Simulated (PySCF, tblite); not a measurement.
**C7H8O2Si: geometry, infrared bands and NMR shifts**

What infrared bands and NMR shifts should C7H8O2Si (`C=C(C=O)[SiH2]c1ccco1`) show?

Computed with tblite 0.8.0 and PySCF 2.14.0, with density-fitted response routines of our own, on a single molecule in the gas phase. Atoms count from 0, in the outputs and in this text.

## Step 1: Starting geometry

18 atoms, charge 0, multiplicity 1; geometry from: force field or distance geometry start.

Bonds of the start (Å): C0–C1 1.30, C1–C2 1.47, C2–O3 1.25, C1–Si4 1.83, Si4–C5 1.84, C5–C6 1.39, C6–C7 1.40, C7–C8 1.40, C8–O9 1.31, O9–C5 1.31, C0–H10 1.11, C0–H11 1.07, C2–H12 1.11, Si4–H13 1.49, Si4–H14 1.49, C6–H15 1.10, C7–H16 1.08, C8–H17 1.08.

## Step 2: Geometry optimisation with GFN2-xTB

What the job is given:

```
{"job": {"kind": "relax", "xc": "GFN2-xTB", "basis": "xTB"}, "charge": 0, "multiplicity": 1}
C     -1.936600     0.152900    -1.635900
C     -1.943600    -0.137400    -0.370000
C     -3.247800    -0.164900     0.314000
O     -3.296200    -0.436100     1.531100
Si    -0.478700    -0.529300     0.650200
C      1.123200    -0.219600    -0.202400
C      2.037100     0.740700     0.204200
C      3.140900     0.698900    -0.651900
C      2.818500    -0.320500    -1.560300
O      1.641700    -0.810500    -1.247100
H     -2.933600     0.360100    -2.081900
H     -1.077400     0.209300    -2.265600
H     -4.171000     0.068000    -0.251800
H     -0.515600    -1.955600     1.064000
H     -0.582000     0.256700     1.909200
H      1.943500     1.423500     1.061400
H      4.029000     1.309500    -0.623600
H      3.439800    -0.639100    -2.384700
```

Started as:

```sh
OMP_NUM_THREADS=1 python probes_run.py task.json out
```

One launch serves the whole session: the jobs run in the order shown.

**Question.** This job is followed by: GFN2-xTB harmonic vibrations, gas phase; GIAO PBE0/pcSseg-1 NMR shielding, non-relativistic, gas phase. Predict these results of the whole session: strongest single infrared mode (GFN2-xTB); zero-point energy (GFN2-xTB); 13C shifts against TMS (PBE0/pcSseg-1); 1H shifts against TMS (PBE0/pcSseg-1, means over atoms taken as alike); 17O shifts against H2O (PBE0/pcSseg-1); 29Si shifts against TMS (PBE0/pcSseg-1).

**Answer**, as computed:

```
                                                              quantity                                                value
                             strongest single infrared mode (GFN2-xTB)                                 719 cm⁻¹, 315 km/mol
                                          zero-point energy (GFN2-xTB)                                        78.4 kcal/mol
                                13C shifts against TMS (PBE0/pcSseg-1)  202.6, 157.0, 155.9, 155.8, 154.1, 131.1, 117.3 ppm
1H shifts against TMS (PBE0/pcSseg-1, means over atoms taken as alike)         9.91, 7.94, 7.23, 7.02, 7.02, 6.77, 5.04 ppm
                                17O shifts against H2O (PBE0/pcSseg-1)                                     686.8, 320.4 ppm
                               29Si shifts against TMS (PBE0/pcSseg-1)                                            -65.0 ppm
```

What this shows: Over 128 steps the energy fell by 0.543 eV; of the close pairs, C1–Si4 changed most, 1.828 to 1.899 Å. No mode is imaginary among the 48: a minimum at this level. The strongest single mode, at 719 cm⁻¹, moves mainly H13 and H14. Unscaled tight-binding wavenumbers are off by several per cent, some by more. Its intensities can rank the bands wrongly. C2 (aldehyde carbonyl carbon) lies farthest downfield among carbon, at 202.6 ppm; the double bond to the heteroatom, with no lone-pair donor beside it, deshields it most. The most deshielded hydrogen is H12 (hydrogen on an aldehyde carbonyl carbon), at 9.91 ppm: the formyl region, downfield of aromatic protons. At PBE0/pcSseg-1: The widest tensor belongs to O3: span 1311 ppm, with a paramagnetic part of -751 ppm. NICS(1)zz of -28 ppm above the planar ring from C5 marks a diatropic (aromatic) ring current.
